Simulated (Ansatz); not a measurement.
**Ag: an axial (c/a) deformation path**

One table from this session's results is given with a row withheld; the runs are named, their logs left out.

Computed with Ansatz 0.2.0 (DFT r2SCAN, scalar-relativistic, plane waves, PAW, unless a step's input says otherwise).

2 further runs of the same task are left out: 2 set aside as unsound or not needed.

## The structure to begin with

It takes space group R-3m (No. 166, trigonal). The conventional cell has a = 2.905 Å, b = 2.905 Å, c = 21.322 Å, α = 90.00°, β = 90.00°, γ = 120.00°. Ag (site symmetry -3m) has 12 Ag at 2.90 Å in its first shell of neighbours. Around Ag (site symmetry 3m) lie 12 Ag at 2.90 Å.

Structure file:

```cif
data_structure
_symmetry_space_group_name_H-M 'P 1'
_symmetry_Int_Tables_number 1
_cell_length_a 7.3024
_cell_length_b 7.3024
_cell_length_c 7.3024
_cell_angle_alpha 22.944
_cell_angle_beta 22.944
_cell_angle_gamma 22.944
_cell_volume 51.93
loop_
_atom_site_label
_atom_site_type_symbol
_atom_site_fract_x
_atom_site_fract_y
_atom_site_fract_z
_atom_site_occupancy
Ag1 Ag 0.00000 0.00000 0.00000 1
Ag2 Ag 0.77771 0.77771 0.77771 1
Ag3 Ag 0.22229 0.22229 0.22229 1
```

It goes back to an entry of the Materials Project, which need not be the stable form.

It is the result of an earlier relaxation at this level (volume 17.31 Å³/atom; gap on the mesh: none (metal)).

The first run:

Contents of input.yaml:

```yaml
crystal:
  lattice:
    - [1.452353118, 0.8385164636, 7.1072646383]
    - [-1.452353118, 0.8385164636, 7.1072646383]
    - [0.0, -1.6770329273, 7.1072646382]
  atoms:
    - { symbol: Ag, position: [0.0, 0.0, 0.0] }
    - { symbol: Ag, position: [0.7777116989, 0.7777116989, 0.7777116989] }
    - { symbol: Ag, position: [0.2222883011, 0.2222883011, 0.2222883011] }
basis:
  ecutwfc: 500
kpoints:
  mp_grid: { grid: [24, 24, 24] }
hamiltonian:
  xc: r2scan
scf:
  occupations: { method: gaussian, width: 0.15 }
output:
  forces: true
  stress: true
  eigenvalues: true
```

Command:

```bash
$ ansatz run input.yaml --threads 1 --pin off --max-ram 2560MiB --backend cpu --events-out ev --progress --plain --runs-dir out
```

Among the steps run: Zero of the scan; ρ = 0.850; At ρ = 1.200; Point ρ = 0.920; ρ = 1.100.

One table of the session follows, with a row left open; its other results are not shown here.

It belongs to the step «The scan collected». Collected from the runs (energy zero: the undisturbed cell):

```
    ρ  ΔE (meV/atom)  pressure (GPa)
0.850           79.4             2.9
0.920           24.9             0.9
1.000            0.0             0.0
1.100              ?               ?
1.200          119.5             4.6
```

**Question.** Estimate the row for ρ = 1.100.

Worked estimate for «ΔE (meV/atom)». A straight line through the neighbours (1.000, 0.0) and (1.200, 119.5) gives 0.0 + (119.5 − 0.0) × (1.100 − 1.000) / (1.200 − 1.000) = 59.8; a parabola fitted to 3 rows on both sides gives 27.3.

The run gave: ΔE (meV/atom): 30.0; pressure (GPa): 1.2. In «ΔE (meV/atom)» the line misses by +29.8 and the parabola by -2.7.
